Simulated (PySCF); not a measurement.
# C4H11BiO2Si: NMR shieldings

Aim: compute the NMR shieldings of C4H11BiO2Si (`O=COC[C@@H]([SiH3])[CH2][BiH2]`).

Computed with PySCF 2.14.0 and routines of our own; the level stands in each step. Atoms count from 0.

2 further runs of the same task are left out: 2 for a basis unfit for spin-orbit shieldings.

## Step 1: The starting structure

19 atoms, charge 0, multiplicity 1; geometry from: GFN2-xTB.

## Step 2: NMR shieldings: PBE0/pcSseg-1 Bi:x2c-TZVPall-2c (diis_space 4), spin-free

Job settings and geometry (Å):

```
{"job": {"kind": "hnmr", "xc": "PBE0", "basis": {"default": "pcSseg-1", "Bi": "x2c-TZVPall-2c"}, "rel": "sf", "scf": {"diis_space": 4}}, "charge": 0, "multiplicity": 1}
O     -3.589324    -0.194954     0.805736
C     -3.249848     0.114341    -0.297569
O     -2.064997    -0.071379    -0.845448
C     -1.051846    -0.687246    -0.038660
C      0.309101    -0.179899    -0.504547
Si     0.125817     1.685263    -0.883076
C      1.363444    -0.516193     0.539404
Bi     3.485171    -0.121468    -0.214244
H     -3.903416     0.619292    -1.030250
H     -1.231382    -0.421625     1.008767
H     -1.145648    -1.774541    -0.135613
H      0.559199    -0.707022    -1.430249
H     -0.526792     1.876759    -2.174237
H      1.460893     2.294536    -0.934030
H     -0.625387     2.320639     0.200224
H      1.314315    -1.569934     0.799705
H      1.205070     0.062468     1.447338
H      4.172449    -1.195545     1.025275
H      3.383378    -1.524243    -1.300495
```

Level: PBE0/pcSseg-1 Bi:x2c-TZVPall-2c GIAO NMR shielding, spin-free X2C, Gaussian nuclei, gas phase.

Started as:

```bash
$ OMP_NUM_THREADS=1 python heavy_run.py task.json out
```

One launch serves the whole session: the jobs run in the order shown.

Log:

```text
spin-free SCF
final grid: 153464 points
cycle   1  E = -22133.9190363060  dE =  7.070e-01  |g| = 8.807e-01  |ddm| = 4.039e+00
cycle   2  E = -22133.5828999412  dE =  3.361e-01  |g| = 1.590e+00  |ddm| = 1.591e+00
cycle   3  E = -22134.0540491420  dE = -4.711e-01  |g| = 2.589e-01  |ddm| = 1.150e+00
cycle   4  E = -22134.0650599406  dE = -1.101e-02  |g| = 9.319e-02  |ddm| = 2.153e-01
cycle   5  E = -22134.0665371359  dE = -1.477e-03  |g| = 1.538e-02  |ddm| = 6.093e-02
cycle   6  E = -22134.0665745990  dE = -3.746e-05  |g| = 5.191e-03  |ddm| = 1.497e-02
cycle   7  E = -22134.0665791196  dE = -4.521e-06  |g| = 1.485e-03  |ddm| = 4.984e-03
cycle   8  E = -22134.0665792746  dE = -1.550e-07  |g| = 1.202e-03  |ddm| = 2.353e-03
cycle   9  E = -22134.0665796053  dE = -3.307e-07  |g| = 4.492e-04  |ddm| = 1.359e-03
cycle  10  E = -22134.0665796405  dE = -3.522e-08  |g| = 1.430e-04  |ddm| = 3.475e-04
cycle  11  E = -22134.0665796436  dE = -3.114e-09  |g| = 6.070e-05  |ddm| = 1.221e-04
converged SCF energy = -22134.0665796436
check of the scalar solution
cycle   1  E = -22134.0665796438  dE = -2.213e+04  |FDS-SDF| = 6.070e-05
cycle   2  E = -22134.0665796437  dE =  8.004e-11  |FDS-SDF| = 7.435e-05
converged, E = -22134.0665796437

Field gradients (au) and densities at the nuclei (bohr^-3)
atom        Vxx        Vyy        Vzz        centre      nuclear mean
  0 O      0.5820     1.0387    -1.6208        282.607        282.607
  1 C     -0.0062    -0.4004     0.4066        114.589        114.589
  2 O     -0.5437    -1.0542     1.5978        282.375        282.375
  3 C     -0.1955    -0.2931     0.4886        114.456        114.456
  4 C      0.0127     0.0915    -0.1042        114.455        114.454
  5 Si     0.0078     0.0976    -0.1055       1576.174       1576.155
  6 C     -0.0021    -0.0928     0.0949        114.474        114.474
  7 Bi     2.8096     3.8650    -6.6745    2912516.853    2675297.981
  8 H     -0.1322    -0.1418     0.2740          0.386          0.386
  9 H     -0.1285    -0.1531     0.2816          0.385          0.385
 10 H     -0.1333    -0.1562     0.2895          0.388          0.388
 11 H     -0.1442    -0.1560     0.3002          0.384          0.384
 12 H     -0.0812    -0.0852     0.1664          0.365          0.365
 13 H     -0.0769    -0.0813     0.1582          0.365          0.365
 14 H     -0.0800    -0.0828     0.1628          0.364          0.364
 15 H     -0.1519    -0.1656     0.3175          0.385          0.385
 16 H     -0.1511    -0.1638     0.3148          0.385          0.385
 17 H     -0.0516    -0.0559     0.1075          0.324          0.324
 18 H     -0.0516    -0.0567     0.1083          0.324          0.324
without picture change
  7 Bi                          -8.2427                   7883586.205

Core orbital energies (eV)
atom   shell        mean    spread
  5 Si 1s        -1807.112   0.000
  5 Si 2s         -145.649   0.000
  5 Si 3s          -16.624   0.000
  5 Si 2p          -99.713   0.015
  7 Bi 1s       -90472.497   0.000
  7 Bi 2s       -16292.489   0.000
  7 Bi 3s        -3951.728   0.000
  7 Bi 4s         -916.577   0.000
  7 Bi 5s         -163.022   0.000
  7 Bi 6s          -17.332   0.000
  7 Bi 2p       -14014.177   0.009
  7 Bi 3p        -3294.735   0.023
  7 Bi 4p         -699.110   0.049
  7 Bi 5p         -101.039   0.117
  7 Bi 3d        -2599.108   0.407
  7 Bi 4d         -440.093   0.068
  7 Bi 5d          -29.157   0.254
  7 Bi 4f         -157.879   0.056

Shielding tensors (ppm)
atom      isotropic    diamagn.    paramagn.     s11        s22        s33       span
  0 O      -110.65      401.15     -511.80    -400.37    -235.12     303.54     703.92
  1 C        21.99      243.07     -221.08     -81.99      71.76      76.19     158.17
  2 O       114.62      400.96     -286.34     -66.77     178.79     231.84     298.61
  3 C       115.95      250.41     -134.46      83.52     112.09     152.23      68.71
  4 C       161.28      252.88      -91.60     140.07     158.95     184.83      44.75
  5 Si      415.20      877.15     -461.95     390.87     392.72     462.01      71.14
  6 C       170.63      245.91      -75.28     146.47     175.33     190.10      43.62
  7 Bi     6201.75    10479.86    -4278.11    5653.95    5982.71    6968.59    1314.64
  8 H        23.65       25.02       -1.37      18.91      23.94      28.09       9.18
  9 H        27.13       34.56       -7.42      21.98      27.87      31.55       9.57
 10 H        27.64       32.33       -4.69      22.51      28.30      32.10       9.59
 11 H        29.84       33.68       -3.83      23.77      31.91      33.85      10.08
 12 H        27.61       30.15       -2.54      23.77      25.57      33.50       9.73
 13 H        27.68       29.86       -2.17      21.79      30.42      30.83       9.04
 14 H        28.22       30.73       -2.51      24.79      26.61      33.27       8.48
 15 H        29.47       31.40       -1.93      20.89      30.66      36.86      15.97
 16 H        30.94       31.37       -0.43      24.32      30.82      37.69      13.37
 17 H        26.94       27.13       -0.19      16.28      18.85      45.68      29.41
 18 H        27.21       27.93       -0.72      16.51      19.91      45.21      28.70
```

It took 6 min on 1 thread of Arm Neoverse N1, shared host; peak memory 1.8 GiB.

## Step 3: NMR shieldings: OLYP/jorge-DZP-DKH (OLYP; basis jorge-DZP-DKH), spin-free

The job, as its differences from that of step 2:

```diff
@@ -1,2 +1,2 @@
-{"job": {"kind": "hnmr", "xc": "PBE0", "basis": {"default": "pcSseg-1", "Bi": "x2c-TZVPall-2c"}, "rel": "sf", "scf": {"diis_space": 4}}, "charge": 0, "multiplicity": 1}
+{"job": {"kind": "hnmr", "xc": "OLYP", "basis": "jorge-DZP-DKH", "rel": "sf"}, "charge": 0, "multiplicity": 1}
 O     -3.589324    -0.194954     0.805736
```

Method: OLYP/jorge-DZP-DKH GIAO NMR shielding, spin-free X2C, Gaussian nuclei, gas phase.

Log:

```text
spin-free SCF
coarse grid: 73440 points
cycle   1  E = -21956.4481656025  dE = -8.523e+01  |g| = 3.088e+00  |ddm| = 2.115e+01
cycle   2  E = -21955.4682485593  dE =  9.799e-01  |g| = 2.686e+00  |ddm| = 6.153e+00
cycle   3  E = -21956.2550793908  dE = -7.868e-01  |g| = 1.731e+00  |ddm| = 4.740e+00
cycle   4  E = -21956.8501824977  dE = -5.951e-01  |g| = 5.227e-01  |ddm| = 1.543e+00
cycle   5  E = -21956.8821656706  dE = -3.198e-02  |g| = 3.134e-01  |ddm| = 7.689e-01
cycle   6  E = -21956.9010521500  dE = -1.889e-02  |g| = 7.202e-02  |ddm| = 2.976e-01
cycle   7  E = -21956.9019842579  dE = -9.321e-04  |g| = 2.286e-02  |ddm| = 1.285e-01
cycle   8  E = -21956.9021172704  dE = -1.330e-04  |g| = 7.611e-03  |ddm| = 3.568e-02
cycle   9  E = -21956.9021291122  dE = -1.184e-05  |g| = 2.534e-03  |ddm| = 9.775e-03
cycle  10  E = -21956.9021308191  dE = -1.707e-06  |g| = 7.824e-04  |ddm| = 4.453e-03
final grid: 153464 points
cycle  11  E = -21956.9873216740  dE =  2.860e-07  |g| = 1.595e-03  |ddm| = 4.635e-03
cycle  12  E = -21956.9873191368  dE =  2.537e-06  |g| = 3.679e-03  |ddm| = 5.912e-03
cycle  13  E = -21956.9873221855  dE = -3.049e-06  |g| = 5.195e-04  |ddm| = 4.101e-03
cycle  14  E = -21956.9873222380  dE = -5.255e-08  |g| = 8.583e-05  |ddm| = 4.648e-04
cycle  15  E = -21956.9873222396  dE = -1.543e-09  |g| = 1.367e-05  |ddm| = 9.534e-05
converged SCF energy = -21956.9873222396
check of the scalar solution
cycle   1  E = -21956.9873222395  dE = -2.196e+04  |FDS-SDF| = 1.367e-05
cycle   2  E = -21956.9873222391  dE =  4.511e-10  |FDS-SDF| = 2.949e-05
converged, E = -21956.9873222391

Field gradients (au) and densities at the nuclei (bohr^-3)
atom        Vxx        Vyy        Vzz        centre      nuclear mean
  0 O      0.7409     0.8292    -1.5702        309.493        309.492
  1 C      0.0326     0.2451    -0.2777        123.365        123.364
  2 O     -0.5165    -1.0419     1.5584        309.231        309.230
  3 C     -0.1646    -0.2447     0.4093        123.193        123.193
  4 C      0.0297     0.0864    -0.1161        123.116        123.116
  5 Si    -0.0294    -0.0811     0.1105       1805.934       1805.888
  6 C     -0.0045    -0.0664     0.0710        123.169        123.168
  7 Bi     3.1431     3.8853    -7.0283    2123862.710    2069243.455
  8 H     -0.1369    -0.1470     0.2839          0.372          0.372
  9 H     -0.1342    -0.1552     0.2894          0.375          0.375
 10 H     -0.1380    -0.1587     0.2967          0.377          0.377
 11 H     -0.1458    -0.1588     0.3047          0.377          0.377
 12 H     -0.0911    -0.0947     0.1858          0.355          0.355
 13 H     -0.0864    -0.0893     0.1756          0.354          0.354
 14 H     -0.0896    -0.0920     0.1816          0.355          0.355
 15 H     -0.1585    -0.1648     0.3233          0.372          0.372
 16 H     -0.1569    -0.1638     0.3208          0.370          0.370
 17 H     -0.0510    -0.0566     0.1076          0.322          0.322
 18 H     -0.0509    -0.0572     0.1081          0.323          0.323
without picture change
  7 Bi                          -8.7394                   6193028.069

Core orbital energies (eV)
atom   shell        mean    spread
  5 Si 1s        -1783.845   0.000
  5 Si 2s         -138.726   0.000
  5 Si 2p          -94.581   0.013
  7 Bi 1s       -90614.736   0.000
  7 Bi 2s       -14937.357   0.000
  7 Bi 3s        -3370.611   0.000
  7 Bi 4s         -745.544   0.000
  7 Bi 5s         -126.799   0.000
  7 Bi 2p       -14174.586   0.011
  7 Bi 3p        -3345.945   0.026
  7 Bi 4p         -708.374   0.065
  7 Bi 5p         -102.948   0.178
  7 Bi 3d        -2659.563   0.022
  7 Bi 4d         -429.967   0.078
  7 Bi 5d          -26.718   0.335
  7 Bi 4f         -171.114   0.068

Shielding tensors (ppm)
atom      isotropic    diamagn.    paramagn.     s11        s22        s33       span
  0 O       -69.10      397.94     -467.04    -328.89    -177.41     299.01     627.90
  1 C        41.08      252.94     -211.86     -50.65      84.95      88.94     139.59
  2 O       114.34      392.78     -278.44     -51.49     171.88     222.62     274.11
  3 C       121.12      251.51     -130.39      88.19     119.07     156.10      67.91
  4 C       163.90      243.83      -79.93     143.76     161.26     186.69      42.93
  5 Si      407.00      885.57     -478.57     376.84     388.47     455.68      78.85
  6 C       169.88      249.43      -79.55     144.07     177.15     188.42      44.36
  7 Bi     6536.29    10201.75    -3665.46    6156.71    6291.62    7160.54    1003.83
  8 H        23.75       25.69       -1.94      19.21      23.97      28.07       8.86
  9 H        26.97       36.95       -9.98      22.03      27.56      31.31       9.28
 10 H        27.66       32.97       -5.31      22.75      28.44      31.80       9.05
 11 H        29.72       33.40       -3.67      23.95      31.45      33.77       9.82
 12 H        27.75       31.30       -3.55      23.98      25.79      33.50       9.53
 13 H        27.55       30.77       -3.22      21.57      29.99      31.09       9.51
 14 H        28.33       33.02       -4.69      24.88      26.86      33.25       8.37
 15 H        29.45       33.96       -4.51      20.92      30.32      37.09      16.17
 16 H        30.49       34.27       -3.78      24.13      30.08      37.26      13.13
 17 H        26.91       27.32       -0.41      16.22      18.38      46.14      29.92
 18 H        27.13       28.32       -1.19      16.31      19.56      45.53      29.22
```

Wall time 82 s (1 thread of Arm Neoverse N1, shared host); peak memory 1.4 GiB.

## Step 4: Shieldings side by side

| run | Bi7 | O0 | C1 | Si5 | C3 | C4 | C6 | time |
| --- | --- | --- | --- | --- | --- | --- | --- | --- |
| step 2, PBE0/pcSseg-1 Bi:x2c-TZVPall-2c (diis_space 4), spin-free | 6201.8 | -110.7 | 22.0 | 415.2 | 115.9 | 161.3 | 170.6 | 6 min |
| step 3, OLYP/jorge-DZP-DKH (OLYP; basis jorge-DZP-DKH), spin-free | 6536.3 | -69.1 | 41.1 | 407.0 | 121.1 | 163.9 | 169.9 | 82 s |

## Step 5: Summary of results

| quantity | value |
| --- | --- |
| shieldings (step 2, PBE0/pcSseg-1 Bi:x2c-TZVPall-2c (diis_space 4), spin-free) | O0 -110.7, C1 22.0, O2 114.6, C3 115.9, C4 161.3, Si5 415.2, C6 170.6, Bi7 6201.8 ppm |
| shieldings (step 3, OLYP/jorge-DZP-DKH (OLYP; basis jorge-DZP-DKH), spin-free) | O0 -69.1, C1 41.1, O2 114.3, C3 121.1, C4 163.9, Si5 407.0, C6 169.9, Bi7 6536.3 ppm |

In words: In step 2, Bi7 has the widest tensor, 1315 ppm. Bi7 moves most between the runs, by 335 ppm; the labels say what changes from run to run. No run holds spin-orbit coupling, which is large for shieldings at and beside heavy atoms. The geometry comes from tight binding, which is rough for metal atoms, and these values hang on it.
